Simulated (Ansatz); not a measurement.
# Cu2SnHgS4: the cost of one run

Computed, not measured: Ansatz 0.2.0, DFT, r2SCAN, with U_eff = 5.26 eV on Cu d, no spin polarisation, plane waves, PAW.

## (1) The system as given

It takes space group I-42m (No. 121, tetragonal). Conventional cell: a = 5.512 Å, b = 5.512 Å, c = 10.728 Å, α = 90.00°, β = 90.00°, γ = 90.00°. Hg (site symmetry -42m) is surrounded by 4 S at 2.50 Å. Around Sn (site symmetry -42m) lie 4 S at 2.38 Å. Cu (site symmetry -4) has 4 S at 2.30 Å as nearest neighbours. S (site symmetry m) is surrounded by 2 Cu at 2.30 Å and 1 Sn at 2.38 Å and 1 Hg at 2.50 Å.

Structure file:

```xyz
8
Lattice="-2.7561 2.7561 5.3642 2.7561 -2.7561 5.3642 2.7561 2.7561 -5.3642" Properties=species:S:1:pos:R:3 pbc="T T T"
Hg    0.0000    0.0000    0.0000
Sn    0.0000    0.0000    5.3642
Cu    2.7561    0.0000    2.6821
Cu    0.0000    2.7561    2.6821
S     1.3240    1.3240    3.8968
S     1.3240   -1.3240    6.8317
S     1.4321    1.4321   -1.4674
S    -1.3240    1.3240    6.8317
```

The first density is read from a saved solution for the starting cell.

## (2) The relaxation

The input, input.yaml:

```yaml
crystal:
  lattice:
    - [-2.75610596, 2.75610596, 5.36422644]
    - [2.75610596, -2.75610596, 5.36422644]
    - [2.75610596, 2.75610596, -5.36422644]
  atoms:
    - { symbol: Hg, position: [0.0, 0.0, 0.0] }
    - { symbol: Sn, position: [0.5, 0.5, 0.0] }
    - { symbol: Cu, position: [0.25, 0.75, 0.5] }
    - { symbol: Cu, position: [0.75, 0.25, 0.5] }
    - { symbol: S, position: [0.60342, 0.60342, 0.4804] }
    - { symbol: S, position: [0.39658, 0.87698, 0.0] }
    - { symbol: S, position: [0.12302, 0.12302, 0.5196] }
    - { symbol: S, position: [0.87698, 0.39658, 0.0] }
  symmetry: { tolerance: 0.0003 }
kpoints:
  mp_grid: { grid: [6, 6, 6], shift: [0, 0, 0] }
magnetization:
  spin_polarized: false
scf:
  occupations: { method: fermi_dirac, width: 0.0128 }
  lower_state_search: "off"
hamiltonian:
  pseudopotentials: { kind: paw }
  xc: r2scan
  hubbard: { projectors: atomic, sites: [{ species: Cu, l: d, u_eff: 5.26 }] }
basis:
  ecutwfc: 500
  fft_grid_basis: typed
relax:
  max_steps: 60
output:
  forces: true
  stress: true
  eigenvalues: true
  bader: true
  populations: true
  elf: true
  write_potential: true
  volumetric_format: npy
  dos:
    e_range: [-12, 8]
    de: 0.05
    projected: { site_lists: { Cu: [Cu], Hg: [Hg], S: [S], Sn: [Sn] } }
  write_density: true
checkpoint:
  read: saved_state
```

The run is started by

```
ansatz run input.yaml --threads 2 --pin off --max-ram 3584MiB --backend cpu --events-out ev --progress --plain --runs-dir out
```

**Question.** How long does this run take on 2 threads of Intel Xeon 6975P-C (Granite Rapids), shared host, and how much memory does it need?

About 1.7 min, with a peak of 1.4 GiB.
